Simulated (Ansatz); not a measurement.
**C2H7Cl2NSi2: up Jacob's ladder to CCSD(T)**

How much do the methods differ for C2H7Cl2NSi2? The plan is to run it at one geometry with functionals of several rungs and with coupled cluster, and see how far each lands from CCSD(T) at the basis-set limit for the atomisation energy.

The runs use Ansatz 0.2.0, Gaussian basis; functionals in def2-TZVPP, the program's frozen cores in correlated methods.

Plan: PBE-D4, r2SCAN-D4, PBE0-D4, B3LYP-D4, ωB97X-V, ωB97M-V, B2PLYP; CCSD(T)/def2-TZVPP; MP2/def2-QZVPP; extrapolation to the limit.

## (1) The relaxed structure

All runs share one geometry, relaxed beforehand with PBE0-D4 in a triple-zeta def2 set.

SMILES `C=C[SiH2]N[SiH](Cl)Cl`, 14 atoms, charge 0, spin multiplicity 1.

Atoms are counted from 1 here; the program's logs count them from 0.

Bond lengths: C1–C2 1.330 Å, C1–H8 1.086 Å, C1–H9 1.086 Å, C2–Si3 1.855 Å, C2–H10 1.090 Å, Si3–N4 1.742 Å, Si3–H11 1.488 Å, Si3–H12 1.484 Å, N4–Si5 1.696 Å, N4–H13 1.012 Å, Si5–Cl6 2.053 Å, Si5–Cl7 2.038 Å, Si5–H14 1.474 Å. Angles: C2–C1–H8 121.8°, C2–C1–H9 122.1°, H8–C1–H9 116.1°, C1–C2–Si3 123.6°, C1–C2–H10 118.3°, Si3–C2–H10 118.1°, C2–Si3–N4 112.3°, C2–Si3–H11 110.2°, C2–Si3–H12 109.8°, N4–Si3–H11 105.7°, N4–Si3–H12 110.1°, H11–Si3–H12 108.6°, Si3–N4–Si5 131.0°, Si3–N4–H13 114.1°, Si5–N4–H13 114.8°, N4–Si5–Cl6 111.4°, N4–Si5–Cl7 107.7°, N4–Si5–H14 114.0° and more.

## (2) PBE-D4 (GGA)

File in.yaml:

```yaml
crystal:
  periodic: [false, false, false]
  atoms:
    - {symbol: C, position_ang: [0.211540, 1.942510, 0.797842]}
    - {symbol: C, position_ang: [-0.999706, 1.529289, 0.437157]}
    - {symbol: Si, position_ang: [-1.412031, -0.240388, 0.065647]}
    - {symbol: N, position_ang: [-0.020177, -1.281194, 0.182109]}
    - {symbol: Si, position_ang: [1.312108, -1.475906, -0.849730]}
    - {symbol: Cl, position_ang: [3.061038, -0.929240, 0.076332]}
    - {symbol: Cl, position_ang: [1.015977, -0.285556, -2.477737]}
    - {symbol: H, position_ang: [1.044271, 1.252291, 0.899709]}
    - {symbol: H, position_ang: [0.428437, 2.986754, 1.004048]}
    - {symbol: H, position_ang: [-1.793123, 2.271316, 0.348463]}
    - {symbol: H, position_ang: [-2.388867, -0.760573, 1.060615]}
    - {symbol: H, position_ang: [-2.014095, -0.342227, -1.287278]}
    - {symbol: H, position_ang: [0.032906, -1.804955, 1.046054]}
    - {symbol: H, position_ang: [1.521711, -2.862150, -1.303231]}
basis:
  gaussian: {orbitals: def2-TZVPP}
hamiltonian: {xc: pbe, dispersion: d4}
output: {forces: true, orbitals: {seedname: orbitals}}
```

Command:

```bash
$ ansatz run in.yaml --threads 2 --pin off --events-out ev --progress --plain --max-ram 32768MiB --backend cuda --devices 0, --max-vram 18GiB
```

Further steps of the session: r2SCAN-D4 (meta-GGA); PBE0-D4 (hybrid); B3LYP-D4 (hybrid); ωB97X-V (range-separated); ωB97M-V (range-separated); B2PLYP (double hybrid); CCSD(T) in def2-TZVPP; MP2 in def2-QZVPP.

Q: Predict the results of all the runs planned. Wanted: atomisation energy, CCSD(T)/CBS; farthest; mean size of error, hybrid; mean size of error, range-separated; gap, smallest and largest; T1 diagnostic; triples share of the correlation energy.

**Answer**, as computed:

| quantity | value |
| --- | --- |
| atomisation energy, CCSD(T)/CBS | 5151.5 kJ/mol |
| functionals within 25.8 kJ/mol (0.5 %) | r2SCAN-D4, PBE0-D4, B3LYP-D4, ωB97X-V, ωB97M-V |
| farthest | B2PLYP (-79.7 kJ/mol) |
| mean size of error, hybrid | 10.5 kJ/mol |
| mean size of error, range-separated | 22.1 kJ/mol |
| gap, smallest and largest | 5.20 eV (PBE-D4), 12.05 eV (ωB97X-V) |
| T1 diagnostic | 0.0105 |
| triples share of the correlation energy | 4.2 % |

What this shows: PBE-D4 is off by +57.0 kJ/mol. Double hybrids carry the basis error of their MP2 part in triple zeta, and no dispersion term here, so their miss is partly the set-up's. Misses under about 25.8 kJ/mol are within the doubt on the reference itself, which lacks core-valence correlation, relativity and higher excitations. Hartree-Fock recovers 74 % of the binding; the rest is correlation. The gap grows from 5.2 to 12.0 eV across the functionals, mostly with the share of exact exchange.
